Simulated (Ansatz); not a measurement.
# WC: the cost of one run

Program: Ansatz 0.2.0 through its Python package. Level of theory: DFT r2SCAN, plane waves, PAW. These are calculated values, not measurements.

**1. The system**

The structure is cubic, space group Fm-3m (No. 225). The conventional cell has a = 4.385 Å, b = 4.385 Å, c = 4.385 Å, α = 90.00°, β = 90.00°, γ = 90.00°. W (site symmetry m-3m) is surrounded by 6 C at 2.19 Å. C (site symmetry m-3m) is surrounded by 6 W at 2.19 Å.

No structure file is read: the coordinates are typed or built in the script.

**2. The script**

run_ecut.py reads:

```python
'''Cutoff test for WC.'''

import csv
import warnings

import ansatz as az

warnings.simplefilter('ignore', az.DeckWarning)

crystal = (
    az.Lattice.of((0.0, 2.19268, 2.19268), (2.19268, 0.0, 2.19268), (2.19268, 2.19268, 0.0))
    .atom('W', (0.0, 0.0, 0.0))
    .atom('C', (0.5, 0.5, 0.5))
)

job = (
    crystal.calculation()
    .functional('r2scan')
    .kpoints(mesh=(11, 11, 11))
    .occupations(az.OccupationsMethod.FERMI_DIRAC, width=0.05)
)

rows = []
for value in [250, 325, 400, 475]:
    rep = job.basis(value).run(threads=1, pin='off').report
    rows.append((value, rep['free_energy_ev'] / len(rep['lattice']['sites']), rep['n_iterations'], rep['n_pw']))

with open('ecut.csv', 'w', newline='') as handle:
    writer = csv.writer(handle)
    writer.writerow(['cutoff (eV)', 'F/atom (eV)', 'iterations', 'plane waves'])
    writer.writerows([round(v, 5) if isinstance(v, float) else v for v in row] for row in rows)

# differences from the last row
for row in rows[:-1]:
    shift = 1000 * (row[1] - rows[-1][1])
    print(f'{row[0]}: {shift:+.2f} meV/atom' + ('  (within 5 meV)' if abs(shift) < 5 else ''))
```

**3. The calls as engine input**

The engine receives this input (first run):

```yaml
crystal:
  lattice:
    - [0.0, 2.19268, 2.19268]
    - [2.19268, 0.0, 2.19268]
    - [2.19268, 2.19268, 0.0]
  atoms:
    - { symbol: W, position: [0.0, 0.0, 0.0] }
    - { symbol: C, position: [0.5, 0.5, 0.5] }
basis:
  ecutwfc: 250.0
kpoints:
  mp_grid:
    grid: [11, 11, 11]
hamiltonian:
  xc: r2scan
scf:
  occupations:
    method: fermi_dirac
    width: 0.05
```

**4. Launch**

Command:

```
$ python run_ecut.py
```

Q: Estimate wall time and peak memory on 1 thread of Arm Neoverse V1, shared host.

About 8.7 s, with a peak of 0.39 GiB.
